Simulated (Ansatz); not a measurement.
# CH5GeO2, SMILES [CH3][Ge]([OH])[OH]: an atomisation energy

Computed with Ansatz's Python interface.

Run as a notebook:

In [1]:
```python
from collections import Counter

import ansatz as az
```

In [2]:
```python
def single_point(molecule, charge=0, unpaired=0):
    calc = molecule.calculation().basis(gaussian="def2-SVPD").correlation("mp2")
    if charge:
        calc = calc.charge(charge)
    if unpaired:
        calc = calc.spin("collinear", total=unpaired)
    report = calc.run().report
    if report["published_state_doubts"]:
        print("  doubts:", report["published_state_doubts"])
    return report["free_energy_ev"]
```

In [3]:
```python
GEOMETRY = """
C    -0.01420    0.92170   -0.81540
Ge    0.60890    0.07410    0.76420
O     1.35630   -1.46600    0.29010
O    -0.66660   -0.23400    1.88680
H    -0.80670    0.30720   -1.34360
H    -0.54240    1.94050   -0.54120
H     0.80450    1.16900   -1.51910
H     0.71160   -1.96500   -0.15360
H    -1.36280   -0.79380    1.41470
"""
```

In [4]:
```python
ch5geo2 = az.Crystal.molecule()
for line in GEOMETRY.strip().splitlines():
    symbol, *xyz = line.split()
    ch5geo2 = ch5geo2.atom(symbol, [float(v) for v in xyz])
```

In [5]:
```python
# Hund ground states
unpaired = {"C": 2, "Ge": 2, "O": 2, "H": 1}
counts = Counter(site.symbol for site in ch5geo2.cartesian_sites)
atom_energy = {s: single_point(az.Crystal.molecule().atom(s, (0, 0, 0)), 0, unpaired[s]) for s in counts}
whole = single_point(ch5geo2, 0, 1)
for s, e in atom_energy.items():
    print(f"{s:2s} x{counts[s]}  {e:14.5f} eV")
print(f"CH5GeO2: {whole:.5f} eV")
split = sum(counts[s] * e for s, e in atom_energy.items()) - whole
print(f"atomisation energy (no zero-point term): {96.485332 * split:.1f} kJ/mol, {split / sum(counts.values()):.3f} eV an atom")
```
```text
C  x1     -1025.86273 eV
Ge x1    -56469.94495 eV
O  x2     -2036.27028 eV
H  x5       -13.58606 eV
CH5GeO2: -61667.87734 eV
atomisation energy (no zero-point term): 3048.8 kJ/mol, 3.511 eV an atom
```

3048.8 kJ/mol from the electronic energies, without the zero-point term.

Caveats:
- Total energies depend on the basis set; only differences at equal settings carry meaning.
- The geometry is a force-field or estimated start, not a minimum of this method, and the basis set is short of its limit. All parts are taken at fixed geometry, without zero-point energy.
- The run takes the species as open-shell (spin multiplicity 2), which needn't be its ground state.
- In double-zeta sets correlated atomisation energies come out some 10 to 15 % low.
- Hardware and time: 7.4 s on 1 thread of Arm Neoverse V2, with other jobs on the host, peak memory 0.49 GiB.
